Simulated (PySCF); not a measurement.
# The bond of MgBr, level by level

One job finds the state of MgBr, follows it along the bond with each method and fits the curves.

Program: PySCF 2.14.0. Level of theory: Mg x2c-TZVPPall, Br x2c-TZVPPall, spin-free X2C with a Gaussian nucleus. These are calculated values, not measurements.

### 1 The job

Settings of the job:

| Quantity | Value |
| --- | --- |
| atoms | Mg, Br |
| charge | 0 |
| basis | Mg x2c-TZVPPall, Br x2c-TZVPPall |
| Hamiltonian | spin-free X2C with a Gaussian nucleus |
| basis functions | 80 |
| electrons treated | 47 |
| masses in u | 23.9850, 78.9183 |
| levels | PBE0, PBE, r²SCAN, TPSSh, B2PLYP, TPSS, M06, ωB97X-V, HF, MP2, SCS-MP2, CCSD, CCSD(T) |
| grid | 80 radial by 434 angular points |
| occupations | held fixed by the projection of orbital angular momentum |
| dissociation limit | Mg + Br, each in its ground configuration |
| starting distance in angstrom | 2.470 |
| values of 2S to try | 1, 3 |

Launch:

```sh
$ OMP_NUM_THREADS=1 python dia.py task.json out
```

Further steps of the session: First curve: PBE0; Other states along the same grid; PBE; r²SCAN (meta-GGA); TPSSh; B2PLYP (double hybrid); TPSS (meta-GGA); M06 (hybrid meta-GGA); ωB97X-V; UHF (mean field); Adding correlation.

Before running it: what results should come out? Wanted: for each run, Re; ωe; De; μ.

As calculated:

Lowest PBE0 solution found, without spin–orbit coupling: ²Σ⁺ (doublet), unpaired electrons σ ↑. State 2 has its PBE0 minimum 5.22 eV higher. The other levels ran on the lowest alone.

```
      level  Re (Å)  ωe (cm⁻¹)  De (eV)  μ (D)
        UHF   2.372        372     2.45  -3.49
    UHF-MP2   2.362        374     2.98    n/a
UHF-SCS-MP2   2.367        372     2.77    n/a
   UHF-CCSD   2.365        373     2.60    n/a
UHF-CCSD(T)   2.367        371     2.66    n/a
        PBE   2.381        352     2.85  -3.17
       TPSS   2.381        353     2.93  -3.13
     r²SCAN   2.364        367     3.13  -3.33
      TPSSh   2.374        358     2.92  -3.19
       PBE0   2.364        365     2.87  -3.30
        M06   2.356        367     2.51  -3.52
    ωB97X-V   2.360        372     2.81  -3.35
     B2PLYP   2.369        364     2.72  -3.49
```

De is counted to Mg + Br in their ground configurations. A positive dipole means Mg(−)Br(+).

Differences from CCSD(T) in the same basis:

```
      level  Re (mÅ)  ωe (%)
        UHF       +5    +0.3
    UHF-MP2       -5    +0.8
UHF-SCS-MP2        0    +0.2
   UHF-CCSD       -2    +0.4
        PBE      +14    -5.1
       TPSS      +14    -4.9
     r²SCAN       -3    -1.2
      TPSSh       +7    -3.6
       PBE0       -3    -1.6
        M06      -11    -1.1
    ωB97X-V       -7    +0.2
     B2PLYP       +2    -1.9
```

**Reading.** Against CCSD(T) in the same basis, the bond length is nearest at UHF-SCS-MP2 (0 mÅ) and farthest at PBE and TPSS (+14 mÅ); the wavenumber is nearest at UHF-SCS-MP2 and ωB97X-V (+0.2 %) and farthest at PBE (-5.1 %). Among the levels with a De in the table, it runs from 2.45 eV (UHF) to 3.13 eV (r²SCAN).

Correlated steps freeze 10 core orbitals. B2PLYP dipoles, levels and charges come from its SCF part alone.
